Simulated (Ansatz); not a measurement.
# TaCl+ (sextet): the correlation ladder, def2-SVP

One table from this session's results is given with a row withheld; the runs are named, their logs left out.

Program: Ansatz 0.2.0, Gaussian basis. Level of theory: def2-SVP, core rule «outside noble gas», up to 9 orbitals frozen. These are calculated values, not measurements.

The runs, in order: UHF; CCSD(T) on ROHF; CCSD(T) on UHF; CISD; CCSDT(Q) on ROHF; CCSDT(Q) on UHF.

21 further runs of the same task are left out: 8 for a known fault of the program, 9 that didn't finish, 4 set aside as unsound or not needed.

**The geometry**

The geometry is a PBE0/def2-TZVP stationary point (not a proven minimum) of the parent state, kept for this charge and spin. No spin-orbit coupling is included. Elements past krypton take def2 core potentials.

2 atoms, charge 1, spin multiplicity 6.

Atoms are counted from 1 here; the program's logs count them from 0.

Bond lengths: Ta1–Cl2 2.875 Å.

The first run:

in.yaml

```yaml
crystal:
  periodic: [false, false, false]
  atoms:
    - {symbol: Ta, position_ang: [0.000000, 0.000000, 0.000000]}
    - {symbol: Cl, position_ang: [0.000000, 0.000000, 2.875200]}
basis:
  gaussian: {orbitals: def2-SVP}
total_charge: 1
magnetization: {spin_polarized: true, initial_magnetization: 5}
hamiltonian: {xc: hf}
output: {orbitals: {seedname: orbitals}}
```

Command:

```bash
$ ansatz run in.yaml --threads 1 --pin off --events-out ev --progress --plain --max-ram 2393MiB
```

Steps of the session up to this table: UHF; CCSD(T) on ROHF; CCSD(T) on UHF; CISD; CCSDT(Q) on ROHF; CCSDT(Q) on UHF.

One table of the session follows, with a row left open; its other results are not shown here.

It belongs to the step «Misses and costs». 

```
   method  from RCCSDT(Q) (meV)
     ROHF               +4449.4
      UHF                     ?
     RMP2                +662.7
     UMP2                +560.2
     CISD                +267.5
    RCCSD                 +72.2
    UCCSD                 -47.3
 RCCSD(T)                 +16.8
 UCCSD(T)                -100.2
   RCCSDT                  +4.9
   UCCSDT                -111.8
RCCSDT(Q)                     0
UCCSDT(Q)                -116.6
```

Estimate the missing values for UHF.

As computed: from RCCSDT(Q) (meV): +4213.5. In the column «from RCCSDT(Q) (meV)» it lies between RMP2 (+662.7) and ROHF (+4449.4).

To keep in mind: Restricted and unrestricted rows rest on different reference determinants; where their highest levels disagree by more than a few hundredths of an eV, they describe different states and don't form one ladder.
